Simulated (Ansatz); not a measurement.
# C2H8BClS: the cost of one run

Computed with Ansatz 0.2.0, Gaussian basis. Level: functionals in def2-TZVPP, the program's frozen cores in correlated methods.

The runs, in order: LDA (SPW92), PBE-D4, revPBE-D4, BLYP-D4, r2SCAN-D4, B97M-V, PBE0-D4, B3LYP-D4, r2SCANh-D4, r2SCAN0-D4, HSE06-D4, BHLYP-D4, CAM-B3LYP-D4, LC-ωPBE, ωB97X-V, ωB97M-V, B2PLYP, PBE-QIDH; CCSD(T)/def2-SVP; CCSD(T)/def2-TZVPP; MP2/def2-QZVPP; extrapolation to the limit; RPA on PBE.

### 1 The relaxed structure

The geometry comes from an earlier relaxation with PBE0-D4 in a triple-zeta def2 set; it is a stationary point, not always the lowest conformer.

SMILES `C[B-](C)([SH2+])Cl`, 13 atoms, charge 0, spin multiplicity 1.

Atoms are counted from 1 here; the program's logs count them from 0.

Bond lengths: C1–B2 1.584 Å, C1–H6 1.092 Å, C1–H7 1.096 Å, C1–H8 1.095 Å, B2–C3 1.584 Å, B2–S4 2.198 Å, B2–Cl5 1.847 Å, C3–H9 1.096 Å, C3–H10 1.093 Å, C3–H11 1.095 Å, S4–H12 1.346 Å, S4–H13 1.343 Å. Angles: B2–C1–H6 113.7°, B2–C1–H7 107.9°, B2–C1–H8 112.7°, H6–C1–H7 106.8°, H6–C1–H8 108.6°, H7–C1–H8 106.7°, C1–B2–C3 120.0°, C1–B2–S4 102.3°, C1–B2–Cl5 114.2°, C3–B2–S4 105.2°, C3–B2–Cl5 114.0°, S4–B2–Cl5 97.0°, B2–C3–H9 107.9°, B2–C3–H10 113.9°, B2–C3–H11 112.7°, H9–C3–H10 106.6°, H9–C3–H11 106.7°, H10–C3–H11 108.6° and more.

### 2 LDA

This LDA is Slater exchange with PW92 correlation.

Input file in.yaml:

```yaml
crystal:
  periodic: [false, false, false]
  atoms:
    - {symbol: C, position_ang: [-1.518213, 0.051908, -0.581974]}
    - {symbol: B, position_ang: [0.016540, 0.359639, -0.339860]}
    - {symbol: C, position_ang: [1.086420, -0.800632, -0.473230]}
    - {symbol: S, position_ang: [0.048530, 0.932484, 1.782338]}
    - {symbol: Cl, position_ang: [0.579708, 1.981620, -1.020197]}
    - {symbol: H, position_ang: [-2.176469, 0.893294, -0.353358]}
    - {symbol: H, position_ang: [-1.653310, -0.175731, -1.645361]}
    - {symbol: H, position_ang: [-1.866513, -0.825193, -0.026292]}
    - {symbol: H, position_ang: [1.144777, -1.084470, -1.530388]}
    - {symbol: H, position_ang: [2.096068, -0.509189, -0.172762]}
    - {symbol: H, position_ang: [0.803383, -1.702045, 0.079900]}
    - {symbol: H, position_ang: [0.083318, -0.259958, 2.406769]}
    - {symbol: H, position_ang: [1.376163, 1.103472, 1.889217]}
basis:
  gaussian: {orbitals: def2-TZVPP}
hamiltonian: {xc: lda}
output: {orbitals: {seedname: orbitals}}
```

Command:

```sh
> ansatz run in.yaml --threads 4 --pin off --events-out ev --progress --plain --max-ram 10444MiB
```

What time and memory should one allow on 4 threads of Intel Xeon at 2.50GHz, shared host?

About 9 s, with a peak of 0.44 GiB.
